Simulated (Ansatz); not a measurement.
# HfRu: the cost of one run

Method: DFT LDA, frozen-core PAW and all-electron LAPW, scalar-relativistic unless said, in Ansatz 0.2.0.

### Step 1. Starting point

The structure is cubic, space group Pm-3m (No. 221). Conventional cell: a = 3.233 Å, b = 3.233 Å, c = 3.233 Å, α = 90.00°, β = 90.00°, γ = 90.00°. Around Hf (site symmetry m-3m) lie 8 Ru at 2.80 Å. Ru (site symmetry m-3m) has 8 Hf at 2.80 Å as nearest neighbours.

As a file:

```cif
data_structure
_symmetry_space_group_name_H-M 'Pm-3m'
_symmetry_Int_Tables_number 221
_cell_length_a 3.2330
_cell_length_b 3.2330
_cell_length_c 3.2330
_cell_angle_alpha 90.000
_cell_angle_beta 90.000
_cell_angle_gamma 90.000
_cell_volume 33.79
loop_
_atom_site_label
_atom_site_type_symbol
_atom_site_symmetry_multiplicity
_atom_site_Wyckoff_symbol
_atom_site_fract_x
_atom_site_fract_y
_atom_site_fract_z
_atom_site_occupancy
Hf1 Hf 1 a 0.00000 0.00000 0.00000 1
Ru1 Ru 1 b 0.50000 0.50000 0.50000 1
```

Cartesian axes are those of the input's lattice vectors. The structure goes back to a database entry.

### Step 2. Cell and atoms relaxed, PAW

The input, input.yaml:

```yaml
crystal:
  lattice:
    - [3.233, 0.0, 0.0]
    - [0.0, 3.233, 0.0]
    - [0.0, 0.0, 3.233]
  atoms:
    - { symbol: Hf, position: [0.0, 0.0, 0.0] }
    - { symbol: Ru, position: [0.5, 0.5, 0.5] }
kpoints:
  mp_grid: { grid: [12, 12, 12] }
scf:
  occupations: { method: fermi_dirac, width: 0.1 }
hamiltonian:
  xc: lda
  pseudopotentials: { kind: paw }
relax:
  f_tol: 0.002
  max_steps: 80
  cell: {}
output:
  forces: true
  stress: true
  write_density: true
  write_potential: true
  elf: true
  volumetric_format: npy
```

Run with:

```bash
ansatz run input.yaml --threads 1 --pin off --max-ram 3072MiB --backend cpu --events-out ev --progress --plain --runs-dir out
```

**Question.** How long does this run take on 1 thread of Arm Neoverse V1, shared host, and how much memory does it need?

About 27 s, with a peak of 0.38 GiB.
